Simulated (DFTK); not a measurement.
Runs of DFTK 0.8.2 on HPbNO4. The typed cell holds 7 atoms: a = 4.275 Å, b = 5.609 Å, c = 5.670 Å, α = 100.02°, β = 111.92°, γ = 111.82°. The cell was built by a generator and needn't be a form met in nature.

```csv
task,level,potentials or basis,k mesh,cutoff (eV),mesh quality,gap on the mesh (eV),pressure (GPa),largest force (eV/Å)
single point,AM05,SG15 1.2 (PBE),4 × 3 × 3,1225,coarse,2.86,-0.9,0.28
single point,BLYP,SG15 1.2 (PBE),4 × 3 × 3,1225,coarse,2.83,2.4,0.68
single point,PBEsol,SG15 1.2 (PBE),4 × 3 × 3,1225,coarse,2.85,-1.7,0.29
single point,r2SCAN,SG15 1.2 (PBE),4 × 3 × 3,1225,coarse,3.29,-3.0,0.47
single point,WC,SG15 1.2 (PBE),4 × 3 × 3,1225,coarse,2.85,-1.6,0.25
single point,LDA,SG15 1.2 (PBE),4 × 3 × 3,1225,coarse,2.83,-3.4,0.67
band structure,LDA,dojo.nc.sr.lda.v0_4_1.standard.upf (LDA),5 × 4 × 4,1143,not flagged,2.87,(a),0.78
single point,SCAN,SG15 1.2 (PBE),4 × 3 × 3,1225,coarse,(c),-3.3,-
single point,RPBE,SG15 1.2 (PBE),4 × 3 × 3,1225,coarse,2.85,2.1,(b)
```

Alike in all rows: no spin polarisation; cell as given; smearing fermi-dirac 0.05 eV.

Task: Fill in the values left out.

Result: (a) -5.1; (b) 0.34; (c) 3.24.

Caveats: some runs use coarse meshes; spin-orbit coupling is left out, which as a rule narrows the gap of such compounds by several tenths of an eV; the potentials were made for another functional, which shifts forces and pressure (some runs); an odd mesh through Γ misses points on the zone boundary, where band edges often lie (some runs); the real-space grid adds noise to forces (some runs); the forces don't sum to zero, a sign of grid noise (some runs).

A k mesh can miss the band edges, and the runs leave out spin-orbit coupling on Pb.

Runs at the PBE level aren't shown here.
